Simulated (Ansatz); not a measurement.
NaSe: a scan of the bond length, run with the Python package of Ansatz (0.2.0).

`scan_nase.py`:
```python
"""Potential curve of NaSe along one bond."""

import ansatz as az
from ase.data import atomic_masses, atomic_numbers
import numpy as np

BASIS = "def2-SVP"
METHOD = "ccsd_t"


def main() -> None:
    geometry_ang = [
        ("Na", (0.0, 0.0, 0.0)),
        ("Se", (0.0, 0.0, 2.69)),
    ]
    geometry = az.Crystal.molecule()
    for symbol, xyz in geometry_ang:
        geometry = geometry.atom(symbol, xyz)

    symbols = [site.symbol for site in geometry.cartesian_sites]
    start = np.array([site.position_ang for site in geometry.cartesian_sites])
    axis = (start[1] - start[0]) / np.linalg.norm(start[1] - start[0])
    moving = [1]
    lengths, energies = [2.367, 2.475, 2.582, 2.69, 2.798, 2.905, 3.013, 3.174], []
    for length in lengths:
        xyz = start.copy()
        xyz[moving] += (length - np.linalg.norm(start[1] - start[0])) * axis
        point = az.Crystal.molecule()
        for symbol, xyz in zip(symbols, xyz):
            point = point.atom(symbol, xyz.tolist())
        calc = point.calculation().basis(gaussian=BASIS).correlation(METHOD).spin("collinear", total=1)
        data = calc.run(threads=1).report
        energies.append(data["free_energy_ev"])
        print(f"r = {length:6.3f} A  E = {energies[-1]:.5f} eV  <S^2> = {abs(data['mean_field']['state']['spin_squared']):.3f}")

    # quartic fit about the minimum
    fit = np.polynomial.Polynomial.fit(lengths, np.array(energies) - min(energies), 4).convert()
    roots = [r.real for r in fit.deriv().roots() if abs(r.imag) < 1e-9 and fit.deriv(2)(r.real) > 0]
    r_e = min(roots, key=lambda r: abs(r - lengths[int(np.argmin(energies))]))
    print(f"minimum of the fit at {r_e:.4f} A, force constant {fit.deriv(2)(r_e):.2f} eV/A^2")
    m1, m2 = (atomic_masses[atomic_numbers[s]] for s in symbols)
    mu = m1 * m2 / (m1 + m2)
    print(f"harmonic wavenumber {521.4709 * np.sqrt(fit.deriv(2)(r_e) / mu):.0f} 1/cm, rotational constant {16.857629 / (mu * r_e ** 2):.4f} 1/cm")


if __name__ == "__main__":
    main()
```

From its runs, with one value withheld:

| r (Å) | E less the lowest row shown (eV) |
| --- | --- |
| 2.367 | 0.2258 |
| 2.475 | ? |
| 2.582 | 0.0010 |
| 2.690 | 0.0000 |
| 2.798 | 0.0447 |
| 2.905 | 0.1206 |
| 3.013 | 0.2192 |

What is the missing energy at 2.475 Å?

A cubic in 1/r through the 6 rows shown, E = 2.1425 +25.8181/r -180.9914/r² +258.3367/r³ (eV, Å), gives 0.0671 eV at 2.475 Å. The run gave 0.0664 eV, a miss of 0.7 meV.

What to keep in mind:
- The basis set is modest, and single-reference methods fail as a bond breaks.
- The species is open-shell (spin multiplicity 2).
- S² is that of the Hartree-Fock reference.
- Spin-orbit coupling of the heavy open-shell atom is left out.
- The spin state was assumed, and another may lie lower.
- Hardware and time: 110 s on 1 thread of Intel(R) Xeon(R) 6975P-C (Granite Rapids), with other jobs on the host, peak memory 0.21 GiB.
